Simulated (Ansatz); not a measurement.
CsLiCr2Te2S3:

```
CELL_PARAMETERS angstrom
7.28959 -2.10433 0.01772
7.28959 2.10433 0.01772
-2.53315 0.00000 7.28100
ATOMIC_POSITIONS crystal
Cs 0.50000 0.50000 0.00000
Li 0.00000 0.00000 0.50000
Cr 0.32870 0.32870 0.43300
Cr 0.67130 0.67130 0.56700
Te 0.80672 0.80672 0.17427
Te 0.19328 0.19328 0.82573
S 0.16358 0.16358 0.39713
S 0.83642 0.83642 0.60287
S 0.50000 0.50000 0.50000
```

The cell was built by a generator and needn't be a form met in nature.

Base run:

```yaml
Program: Ansatz 0.2.0
Functional: PBE
Potentials_or_basis: Ansatz NC with PseudoDojo standard (PBE files)
Cutoff: 1279 eV
Density_cutoff: 5116 eV
k_mesh: 7 × 7 × 4
Occupations: fermi-dirac, width 0.05 eV
Spin: collinear spin, ferromagnetic start
Starting_moments: "[0.0, 0.0, 3.0, 3.0, 0.0, 0.0, 0.0, 0.0, 0.0] μB"
```

Its results: band gap on the k mesh none (metal or under the smearing width); pressure 0.0 GPa; net moment 5.21 μB per cell; site moments Cs +0.00; Li +0.00; Cr +2.59; Te -0.14; S -0.14, -0.03 μB; largest force 0.031 eV/Å.

**Question.** The run is repeated on the same cell with these changes: potentials or basis from Ansatz NC with PseudoDojo standard (PBE files) to SPMS NC; cutoff from 1279 eV to 871 eV; density cutoff from 5116 eV to 3483 eV. What comes out?

**Answer.** Band gap on the k mesh none (metal or under the smearing width); pressure 0.3 GPa; net moment 5.31 μB per cell; site moments Cs +0.00; Li +0.00; Cr +2.66; Te -0.14; S -0.15, -0.03 μB; largest force 0.063 eV/Å.

Caveats: only a ferromagnetic start was run, and an antiferromagnetic order may lie lower in energy.

Not every run made on this cell is shown here.
